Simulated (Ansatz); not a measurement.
**BN (Qingsongite): how the settings move a single-point run**

Question: which choices in the input matter for BN (Qingsongite)?

Method: reference: DFT, HSE06, plane waves, PAW, in Ansatz 0.2.0.

### Step 1. The system as given

It takes space group F-43m (No. 216, cubic). The conventional cell has a = 3.610 Å, b = 3.610 Å, c = 3.610 Å, α = 90.00°, β = 90.00°, γ = 90.00°. Around B (site symmetry -43m) lie 4 N at 1.56 Å. N (site symmetry -43m) has 4 B at 1.56 Å as nearest neighbours.

Coordinates:

```
CELL_PARAMETERS angstrom
0.00000 1.80482 1.80482
1.80482 0.00000 1.80482
1.80482 1.80482 0.00000
ATOMIC_POSITIONS crystal
B 0.00000 0.00000 0.00000
N 0.25000 0.25000 0.25000
```

### Step 2. The reference run

The input, input.yaml:

```yaml
crystal:
  lattice:
    - [0.0, 1.8048245542, 1.8048245542]
    - [1.8048245542, 0.0, 1.8048245542]
    - [1.8048245542, 1.8048245542, 0.0]
  atoms:
    - { symbol: B, position: [0.0, 0.0, 0.0] }
    - { symbol: "N", position: [0.25, 0.25, 0.25] }
kpoints:
  mp_grid: { grid: [6, 6, 6] }
hamiltonian:
  xc: hse06
scf:
  occupations: { method: fixed }
  n_extra_bands: 4
output:
  forces: true
  stress: true
  eigenvalues: true
```

Command:

```
$ ansatz run input.yaml --threads 4 --pin off --max-ram 3686MiB --backend cpu --events-out ev --progress --plain --runs-dir out
```

### Step 3. Changing settings: exchange pbe, correlation pbe, coeff 0.2, omega 0.5

Changes to input.yaml since step 2:

```diff
@@ -11,3 +11,3 @@
 hamiltonian:
-  xc: hse06
+  xc: { exchange: pbe, correlation: pbe, exx: { coeff: 0.2, omega: 0.5 } }
 scf:
```

### Step 4. Changed: exchange pbe, correlation pbe, coeff 1.0, omega 0.5

Changes to input.yaml since step 2:

```diff
@@ -11,3 +11,3 @@
 hamiltonian:
-  xc: hse06
+  xc: { exchange: pbe, correlation: pbe, exx: { coeff: 1.0, omega: 0.5 } }
 scf:
```

### Step 5. Changing settings: exchange pbe, correlation pbe, coeff 1.0

Changes to input.yaml since step 2:

```diff
@@ -11,3 +11,3 @@
 hamiltonian:
-  xc: hse06
+  xc: { exchange: pbe, correlation: pbe, exx: { coeff: 1.0 } }
 scf:
```

### Step 6. Changing settings: exchange pbe, correlation pbe, coeff 0.4, omega 0.3

Changes to input.yaml since step 2:

```diff
@@ -11,3 +11,3 @@
 hamiltonian:
-  xc: hse06
+  xc: { exchange: pbe, correlation: pbe, exx: { coeff: 0.4, omega: 0.3 } }
 scf:
```

### Step 7. Variant: preconditioner none

Changes to input.yaml since step 2:

```diff
@@ -15,2 +15,3 @@
   n_extra_bands: 4
+  mixing: { preconditioner: none }
 output:
```

What does the calculation give? Wanted: for each run, ending; energy change; pressure; gap; force.

**Answer**, as computed:

| run | ending | energy change | pressure (GPa) | gap (eV) | force (eV/Å) | cycles | time |
| --- | --- | --- | --- | --- | --- | --- | --- |
| reference | converged | 0 | -4.4 | 5.80 | 0.00 | 11 | 4 s |
| 1: exchange pbe, correlation pbe, coeff 0.2, omega 0.5 | converged | not comparable | -1.4 | 5.04 | 0.00 | 9 | 4.1 s |
| 2: exchange pbe, correlation pbe, coeff 1.0, omega 0.5 | converged | not comparable | -24.2 | 7.48 | 0.00 | 18 | 4.5 s |
| 3: exchange pbe, correlation pbe, coeff 1.0 | converged | not comparable | -28.4 | 13.15 | 0.00 | 18 | 4.3 s |
| 4: exchange pbe, correlation pbe, coeff 0.4, omega 0.3 | converged | not comparable | -9.1 | 6.23 | 0.00 | 11 | 4.5 s |
| 5: preconditioner none | converged | 0.0 meV/atom | -4.4 | 5.80 | 0.00 | 11 | 3.6 s |

Residual by cycle in the longest SCF loop of each run; runs are numbered as in the table. The quantity is the density residual dr2, in eV.

| cycle | reference | run 1 | run 2 | run 3 | run 4 | run 5 |
| --- | --- | --- | --- | --- | --- | --- |
| 1 | 0.0049 | 0.00277 | 0.0465 | 0.0436 | 0.0109 | 0.0049 |
| 2 | 8.8e-4 | 4.6e-4 | 0.015 | 0.029 | 0.00222 | 8.8e-4 |
| 3 | 2.0e-4 | 9.8e-5 | 0.00353 | 0.00699 | 5.7e-4 | 2.0e-4 |
| 4 | 3.0e-5 | 1.7e-5 | 3.5e-4 | 0.0017 | 5.2e-5 | 3.0e-5 |
| 5 | 1.9e-6 | 5.9e-7 | 9.2e-5 | 6.1e-4 | 3.2e-6 | 1.9e-6 |
| 6 | - | - | 2.4e-5 | 2.3e-4 | - | - |
| 7 | - | - | - | 1.9e-5 | - | - |

«preconditioner none» leaves the energy as it was.
